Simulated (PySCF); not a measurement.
# [La(H2O)2]2+: other functionals and bases at one geometry

An exercise on one series of results from a longer session: the logs are not shown, and one member is left open.

Program: PySCF 2.14.0. Level of theory: several levels, as the steps say, no spin–orbit coupling. These are calculated values, not measurements.

1 further run of the same task is left out (for a known fault of the program).

### Where the work starts

7 atoms, charge 2, spin multiplicity 1.

Bond lengths: La1–O2 2.594 Å, La1–O5 2.594 Å, O2–H3 0.973 Å, O2–H4 0.973 Å, O5–H6 0.973 Å, O5–H7 0.973 Å. Angles: O2–La1–O5 180.0°, La1–O2–H3 128.4°, La1–O2–H4 128.4°, H3–O2–H4 103.1°, La1–O5–H6 128.4°, La1–O5–H7 128.4°, H6–O5–H7 103.1°.

Geometry (Å):

```
La    0.0000    0.0000    0.0000
O     0.0000    0.0000    2.5937
H     0.5391    0.5391    3.1989
H    -0.5391   -0.5391    3.1989
O     0.0000    0.0000   -2.5937
H     0.5391   -0.5391   -3.1989
H    -0.5391    0.5391   -3.1989
```

Formal oxidation states: La +2. Each metal's 1 4f electrons lie in its core potential, so multiplicities, spins and levels count the valence alone. For divalent La, Ce, Gd or Lu the extra electron is normally 5d or 6s, so this core forces an excited configuration. An earlier session relaxed this geometry at PBE0, La lcecp-0-SVP with ECP47, O def2-SVP, H def2-SVP (singlet, point group D2d).

At PBE0 on the finer grid: E = -178.174861 Eh, frontier levels not given, since the 4f levels lie in the core, Mulliken charge on La1 +1.63 e, largest force component 0.001 eV/Å. 

Levels to run: M06-L; HF; PBE0, TZVP. Hardware: 2 threads of Arm Neoverse N1, shared host.

The first run:

run.py (the lines that set the calculation) reads:

```python
mol = gto.M(atom='''
La     0.00000     0.00000     0.00000
O      0.00000     0.00000     2.59368
H      0.53911     0.53911     3.19895
H     -0.53911    -0.53911     3.19895
O      0.00000     0.00000    -2.59368
H      0.53911    -0.53911    -3.19895
H     -0.53911     0.53911    -3.19895''',
    basis={'La': 'lcecp-0-SVP', 'O': 'def2-SVP', 'H': 'def2-SVP'},
    ecp={'La': 'lcecp-0-SVP'},
    charge=2, spin=0)
mf = dft.RKS(mol, xc='M06L')
mf.grids.atom_grid = (75, 302)  # f atoms: unpruned, at least (60, 302)
mf = mf.density_fit()  # fitting sets: La AutoAux, O def2-universal-JKFIT, H def2-universal-JKFIT
mf.conv_tol = 1e-08; mf.max_cycle = 55
mf.kernel(dm0)  # dm0: the density of the relaxed state
```

Started as:

```sh
OMP_NUM_THREADS=2 python run.py
```

Among the steps run: M06-L; HF; PBE0, TZVP.

One table of the session follows, with a row left open; its other results are not shown here.

| level | charge on La1 (e) | largest force component (eV/Å) |
| --- | --- | --- |
| PBE0 (relaxed here) | 1.63 | 0.00 |
| M06-L | 1.66 | 0.06 |
| HF | ? | ? |
| PBE0, TZVP | 1.80 | 0.42 |

Q: Estimate the row for HF from the others.

The run gave: charge on La1 (e): 1.75; largest force component (eV/Å): 1.50. In the column «charge on La1 (e)» it lies between M06-L (1.66) and PBE0, TZVP (1.80).

The largest leftover force, 1.50 eV/Å with HF, stands at a geometry relaxed at another level. With 4f in the core, its levels are missing from HOMO and gap, and its count is fixed, so no charge can pass from the ligands into it. Total energies of different levels can't be compared.
